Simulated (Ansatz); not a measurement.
# Ga (hcp type): the cost of one run

Method: DFT PBEsol, with the methods named in each step, in Ansatz 0.2.0.

**1. The system as given**

The structure is hexagonal, space group P6_3/mmc (No. 194). Conventional cell: a = 3.003 Å, b = 3.003 Å, c = 4.865 Å, α = 90.00°, β = 90.00°, γ = 120.00°. Around Ga (site symmetry -6m2) lie 12 Ga at 2.99 to 3.00 Å.

Coordinates:

```cif
data_structure
_symmetry_space_group_name_H-M 'P 1'
_symmetry_Int_Tables_number 1
_cell_length_a 3.0032
_cell_length_b 3.0032
_cell_length_c 4.8651
_cell_angle_alpha 90.000
_cell_angle_beta 90.000
_cell_angle_gamma 120.000
_cell_volume 38.00
loop_
_atom_site_label
_atom_site_type_symbol
_atom_site_fract_x
_atom_site_fract_y
_atom_site_fract_z
_atom_site_occupancy
Ga1 Ga 0.33333 0.66667 0.25000 1
Ga2 Ga 0.66667 0.33333 0.75000 1
```

Atoms are numbered in the order of the input: Ga1, Ga2.

**2. Shortest bond scaled by 1, PAW**

Contents of input.yaml:

```yaml
crystal:
  lattice:
    - [3.00316585, 0.0, 0.0]
    - [-1.501582925, 2.6008179178, 0.0]
    - [0.0, 0.0, 4.8651286769]
  atoms:
    - { symbol: Ga, position: [0.3333333333, 0.6666666667, 0.25] }
    - { symbol: Ga, position: [0.6666666667, 0.3333333333, 0.75] }
kpoints:
  mp_grid: { grid: [11, 11, 6] }
scf:
  occupations: { method: fermi_dirac, width: 0.05 }
hamiltonian:
  xc: pbesol
  pseudopotentials: { kind: paw }
output:
  forces: true
  stress: true
  eigenvalues: true
  populations: true
  write_density: true
  write_potential: true
  elf: true
  volumetric_format: npy
```

Launch:

```console
$ ansatz run input.yaml --threads 1 --pin off --max-ram 2048MiB --backend cpu --events-out ev --progress --plain --runs-dir out
```

Q: Estimate wall time and peak memory on 1 thread of Arm Neoverse V1, shared host.

About 3.3 s, with a peak of 0.32 GiB.
